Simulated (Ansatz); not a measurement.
C4H6Se, SMILES CC(C)=C=[Se], energies of removing a hydrogen

Run with the Ansatz DFT code, driven from Python.

`bde_c4h6se.py`:
```python
# -*- coding: utf-8 -*-
"""Cost of removing each kind of hydrogen from C4H6Se, fragments frozen."""

import ansatz as az

BASIS = "6-31G*"
XC = "cam_b3lyp"


def energy(molecule, charge=0, unpaired=0):
    calc = molecule.calculation().basis(gaussian=BASIS).functional(XC)
    if charge:
        calc = calc.charge(charge)
    if unpaired:
        calc = calc.spin("collinear", total=unpaired)
    return calc.run().report["free_energy_ev"]

def without(molecule, index):
    rest = az.Crystal.molecule()
    for i, site in enumerate(molecule.cartesian_sites):
        if i != index:
            rest = rest.atom(site.symbol, site.position_ang)
    return rest

geometry_ang = [
    ("C", (-1.2748, -0.1801, 0.3903)),
    ("C", (0.0384, 0.1987, -0.1399)),
    ("C", (1.1947, -0.5792, 0.3247)),
    ("C", (0.2722, 1.1831, -1.006)),
    ("Se", (0.2037, 2.3042, -2.5733)),
    ("H", (-1.3415, -0.0011, 1.4809)),
    ("H", (-2.0769, 0.5265, -0.0566)),
    ("H", (-1.5286, -1.171, 0.1178)),
    ("H", (1.3221, -0.4645, 1.4827)),
    ("H", (2.1738, -0.2212, -0.104)),
    ("H", (1.0821, -1.6523, 0.1039)),
]
geometry = az.Crystal.molecule()
for symbol, xyz in geometry_ang:
    geometry = geometry.atom(symbol, xyz)

whole = energy(geometry, 0)
hydrogen = energy(az.Crystal.molecule().atom("H", (0, 0, 0)), 0, 1)
print(f"E(molecule) = {whole:.5f} eV, E(H) = {hydrogen:.5f} eV")
for index in [10]:
    radical = energy(without(geometry, index), 0, 1)
    print(f"H{index}: homolysis {23.060548 * (radical + hydrogen - whole):.1f} kcal/mol")
```

```console
$ python bde_c4h6se.py
E(molecule) = -69585.81546 eV, E(H) = -13.51936 eV
H10: homolysis 109.5 kcal/mol
```

What to keep in mind:
- Total energies depend on the basis set; only differences at equal settings carry meaning.
- The geometry is a force-field or estimated start, not a minimum of this method, and the basis set is short of its limit. All parts are taken at fixed geometry, without zero-point energy.
- The expectation value of S² is noticeably off S(S+1) in at least one run, so that state is spin-contaminated.
- The spin-orbit lowering of heavy atoms is left out.
- Run time: 26 s on 1 thread of Arm Neoverse V2, with other jobs on the host, peak memory 0.43 GiB.
